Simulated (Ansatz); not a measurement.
# AsB2H7N2: the cost of one run

Program: the Python package of Ansatz 0.2.0. The levels of theory stand in the script. These are calculated values, not measurements.

## 1. Starting point

Bond lengths: B1–N2 1.489 Å, N2–B3 1.523 Å, B3–N4 1.477 Å, B3–As5 2.075 Å, B1–H6 1.171 Å, B1–H7 1.229 Å, N2–H8 1.000 Å, N4–H9 1.029 Å, N4–H10 0.978 Å, As5–H11 1.535 Å, As5–H12 1.560 Å. Angles (14 of 15 angles, heavy atoms first): B1–N2–B3 108.3°, N2–B3–N4 124.2°, N2–B3–As5 118.5°, N4–B3–As5 117.3°, B1–N2–H8 109.5°, B3–N2–H8 106.2°, N2–B1–H6 124.7°, N2–B1–H7 119.8°, B3–N4–H9 105.9°, B3–N4–H10 112.1°, B3–As5–H11 91.5°, B3–As5–H12 92.6°, H6–B1–H7 114.6°, H9–N4–H10 112.2°.

The script reads asb2h7n2.xyz:

```xyz
12

B    -0.50770    1.30530    1.61590
N    -0.65230   -0.14260    1.29970
B    -0.02140   -0.40020   -0.06210
N    -0.54520    0.13700   -1.33430
As    1.70460   -1.54900   -0.15320
H    -0.06370    1.72800    2.61330
H    -1.05930    2.14300    0.90530
H    -1.62140   -0.36910    1.20550
H    -0.80540   -0.68170   -1.90010
H     0.10610    0.70820   -1.78780
H     1.12050   -2.40970   -1.28230
H     2.42220   -0.52440   -1.08590
```

## 2. Script

File methods_asb2h7n2.py:

```python
"""One geometry of AsB2H7N2, method by method."""

from pathlib import Path

import ansatz as az
import numpy as np


def main() -> None:
    asb2h7n2 = az.Crystal.molecule_from_extxyz("asb2h7n2.xyz")

    base = asb2h7n2.calculation().basis(gaussian="def2-SVP")

    print("functional    E (Ha)        dipole (D)   HOMO (eV)  LUMO (eV)")
    for name in ["r2scan0", "pbe", "revpbe", "lda", "cam_b3lyp", "r2scan"]:
        summary = base.functional(name).forces().orbitals().run(threads=1, pin="off", runs_dir="runs").report
        lines = Path(summary["orbitals_path"]).read_text().splitlines()
        field_of = lambda key: [line.split("=")[1].strip() for line in lines if line.startswith(key)]
        orbitals = [(27.211386 * float(e), s, float(n)) for e, s, n in zip(field_of("Ene="), field_of("Spin="), field_of("Occup="))]
        homo = max(e for e, _, n in orbitals if n > 0.5)
        lumo = min(e for e, _, n in orbitals if n < 0.5)
        dipole = 4.803205 * np.linalg.norm(summary["charge_distribution"]["dipole_moment_e_ang"])
        print(f"{name:10s} {summary['free_energy_ev'] / 27.211386246:14.6f} {dipole:9.3f} {homo:11.3f} {lumo:10.3f}")


if __name__ == "__main__":
    main()
```

## 3. The calls as engine input

The package turns the script's settings into the engine's input (first run):

```yaml
crystal:
  periodic: [false, false, false]
  atoms:
    - { symbol: B, position_ang: [-0.5077, 1.3053, 1.6159] }
    - { symbol: "N", position_ang: [-0.6523, -0.1426, 1.2997] }
    - { symbol: B, position_ang: [-0.0214, -0.4002, -0.0621] }
    - { symbol: "N", position_ang: [-0.5452, 0.137, -1.3343] }
    - { symbol: As, position_ang: [1.7046, -1.549, -0.1532] }
    - { symbol: H, position_ang: [-0.0637, 1.728, 2.6133] }
    - { symbol: H, position_ang: [-1.0593, 2.143, 0.9053] }
    - { symbol: H, position_ang: [-1.6214, -0.3691, 1.2055] }
    - { symbol: H, position_ang: [-0.8054, -0.6817, -1.9001] }
    - { symbol: H, position_ang: [0.1061, 0.7082, -1.7878] }
    - { symbol: H, position_ang: [1.1205, -2.4097, -1.2823] }
    - { symbol: H, position_ang: [2.4222, -0.5244, -1.0859] }
basis:
  gaussian:
    orbitals: def2-SVP
hamiltonian:
  xc: r2scan0
output:
  orbitals: {}
  forces: true
```

## 4. Running it

The run is started by

```sh
> python methods_asb2h7n2.py
```

**Question.** How long does this script take on 1 thread of Arm Neoverse V1, shared host, and how much memory does it need?

About 50 s, with a peak of 0.42 GiB.
